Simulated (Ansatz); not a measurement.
# Cd3Se: equation of state with PBEsol

Crystal: Cd3Se.

```
Cd Se
1.0
    -2.04095    2.04095    6.08708
     2.04095   -2.04095    6.08708
     2.04095    2.04095   -6.08708
Cd Se
3 1
Direct
  0.50000 0.50000 0.00000
  0.25000 0.75000 0.50000
  0.75000 0.25000 0.50000
  0.00000 0.00000 0.00000
```

The cell comes from a database or a generator and needn't be the stable form of this composition.

* Program: Ansatz 0.2.0
* Task: equation of state
* Functional: PBEsol
* Potentials or basis: all-electron LAPW, scalar-relativistic
* Basis error allowed: 0.001 eV/atom
* k mesh: 9 × 9 × 9
* Occupations: fermi-dirac, width 0.05 eV
* Spin: no spin polarisation

| Quantity | Value |
| --- | --- |
| Equilibrium volume | 23.15 Å³/atom (rough: see the caveat) |
| Bulk modulus at fixed shape and positions | 52 GPa (rough) |

Energy against volume, from the lowest point:
| volume (Å³/atom) | energy (meV/atom) |
| --- | --- |
| 23.834 | 0.00 |
| 24.341 | 5.87 |
| 24.849 | 14.35 |
| 25.356 | 25.10 |
| 25.863 | 37.82 |
| 26.370 | 52.23 |
| 26.877 | 68.12 |

All runs of the series together: 5 min on 2 threads of Arm Neoverse V2, with other jobs on the host.

Caveat: the minimum lies outside the volumes run; the cell was scaled at fixed shape and fractional positions, which overstates the stiffness of a crystal with free parameters, most of all of layers and chains.
